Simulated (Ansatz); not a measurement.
This script for the Ansatz DFT code, driven from Python starts 4 runs on AsH5OSi, SMILES O[AsH][SiH3]. What input does the engine get in each?

The script, `ash5osi.py`:
```python
# -*- coding: utf-8 -*-
"""Dispersion corrections for AsH5OSi."""

import ansatz as az


def main():
    system = (
        az.Crystal.molecule()
        .atom("O", (-1.3278, 0.1353, -1.2525))
        .atom("As", (-0.5978, 1.1596, 0.0777))
        .atom("Si", (0.5707, -0.673, 0.8233))
        .atom("H", (-1.7706, 0.8617, -1.8257))
        .atom("H", (0.584, 1.6102, -0.864))
        .atom("H", (1.6482, -0.2108, 1.7683))
        .atom("H", (1.2534, -1.3557, -0.3023))
        .atom("H", (-0.2681, -1.5844, 1.5194))
    )

    calc = system.calculation().basis(gaussian="def2-SVP")
    for name in ["revpbe", "pbe"]:
        for correction in ("d3bj", "d4"):
            report = calc.functional(name, dispersion=correction).run(threads=1).report
            print(f"{name:8s} {correction:5s} total {report['free_energy_ev']:.5f} eV, of which dispersion {1000 * report['dispersion']['energy']['ev']:.2f} meV")


if __name__ == "__main__":
    main()
```

Run 1:
```yaml
crystal:
  periodic: [false, false, false]
  atoms:
    - { symbol: O, position_ang: [-1.3278, 0.1353, -1.2525] }
    - { symbol: As, position_ang: [-0.5978, 1.1596, 0.0777] }
    - { symbol: Si, position_ang: [0.5707, -0.673, 0.8233] }
    - { symbol: H, position_ang: [-1.7706, 0.8617, -1.8257] }
    - { symbol: H, position_ang: [0.584, 1.6102, -0.864] }
    - { symbol: H, position_ang: [1.6482, -0.2108, 1.7683] }
    - { symbol: H, position_ang: [1.2534, -1.3557, -0.3023] }
    - { symbol: H, position_ang: [-0.2681, -1.5844, 1.5194] }
basis:
  gaussian:
    orbitals: def2-SVP
hamiltonian:
  xc: revpbe
  dispersion: d3bj
```

Run 2, against run 1:
```diff
-  dispersion: d3bj
+  dispersion: d4
```

Run 3, against run 1:
```diff
-  xc: revpbe
+  xc: pbe
```

Run 4, against run 1:
```diff
-  xc: revpbe
-  dispersion: d3bj
+  xc: pbe
+  dispersion: d4
```

Output of `python ash5osi.py`:
```text
revpbe   d3bj  total -70828.57056 eV, of which dispersion -394.40 meV
revpbe   d4    total -70828.63394 eV, of which dispersion -457.78 meV
pbe      d3bj  total -70819.84728 eV, of which dispersion -162.16 meV
pbe      d4    total -70819.84555 eV, of which dispersion -160.42 meV
```

What to keep in mind:
- Total energies depend on the basis set; only differences at equal settings carry meaning.
- The geometry is a force-field or estimated start, not a minimum of this method, and the basis set is short of its limit. D4 holds the three-body term, and d3bj doesn't.
- Wall time of the script: 7.6 s on 1 thread of Arm Neoverse V1, with other jobs on the host, peak memory 0.18 GiB.
